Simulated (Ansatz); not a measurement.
Predict the output of the script below (the Python package of Ansatz (0.2.0)).

The script, `energy_c2h6fnsi.py`:
```python
from pathlib import Path
import json

import ansatz as az

mol = (
    az.Crystal.molecule()
    .atom("C", [-1.1108, 0.4499, 0.827])
    .atom("C", [0.0783, -0.2562, 0.4848])
    .atom("N", [1.1481, 0.4359, -0.1618])
    .atom("Si", [0.5556, -0.6436, -1.2584])
    .atom("F", [-0.2472, 0.2345, -2.3671])
    .atom("H", [-1.0658, 0.9661, 1.8059])
    .atom("H", [-1.3582, 1.301, 0.1088])
    .atom("H", [-1.9802, -0.1667, 0.8378])
    .atom("H", [0.3248, -0.9878, 1.2684])
    .atom("H", [2.0862, 0.0615, 0.1572])
    .atom("H", [1.6345, -1.4516, -1.6819])
)

model = (
    mol.calculation()
    .basis(gaussian="def2-TZVP")
    .functional("b3lyp", dispersion="d3bj")
    .scf(lower_state_search="light")
    .orbitals()
)
res = model.run(threads=1, pin="off", runs_dir="runs")
r = res.report

print(f"E = {r['free_energy_ev']:.6f} eV = {r['free_energy_ev'] / 27.211386246:.7f} Ha")
print("converged:", r["converged"], " doubts:", r["published_state_doubts"] or "none")

state = r["mean_field"]["state"]
print(f"mean field: {state['energy']['hartree']:.7f} Ha, <S^2> = {abs(state['spin_squared']):.4f}, stability: {state.get('stability', {}).get('kind')}")

lines = Path(r["orbitals_path"]).read_text().splitlines()
field_of = lambda key: [line.split("=")[1].strip() for line in lines if line.startswith(key)]
orbitals = [(27.211386 * float(e), s, float(n)) for e, s, n in zip(field_of("Ene="), field_of("Spin="), field_of("Occup="))]
homo = max(e for e, _, n in orbitals if n > 0.5)
lumo = min(e for e, _, n in orbitals if n < 0.5)
print(f"HOMO {homo:.3f} eV, LUMO {lumo:.3f} eV, gap {lumo - homo:.3f} eV")
with open("c2h6fnsi.json", "w") as handle:
    json.dump({k: r[k] for k in ("free_energy_ev", "reference_energy_ev", "n_occupied", "n_virtual")}, handle, indent=1)
```

```console
$ python energy_c2h6fnsi.py
E = -14260.288363 eV = -524.0559314 Ha
converged: True  doubts: none
mean field: -524.0414716 Ha, <S^2> = 0.0000, stability: minimum
HOMO -6.321 eV, LUMO -0.982 eV, gap 5.339 eV
```

`c2h6fnsi.json`, as written:
```json
{
 "free_energy_ev": -14260.288363149215,
 "reference_energy_ev": -14259.894893859131,
 "n_occupied": [
  24,
  24
 ],
 "n_virtual": [
  173,
  173
 ]
}
```

These settings explore the input space; basis and method may be short of convergence. The geometry is a force-field or estimated start, not a minimum of this method, and the basis set is short of its limit. b3lyp holds the VWN-RPA fit, as in Gaussian; the form of ORCA and Turbomole is b3lyp5. Levels such as HOMO and LUMO are orbital energies: with these approximate functionals they aren't the ionisation energy and electron affinity, and their gap isn't the fundamental gap. Timing: 6.6 s on 1 thread of Intel(R) Xeon(R) Platinum 8488C (Sapphire Rapids), on a shared host, peak memory 0.47 GiB.

(Lines on the test bed's own set-up are left out of the output.)
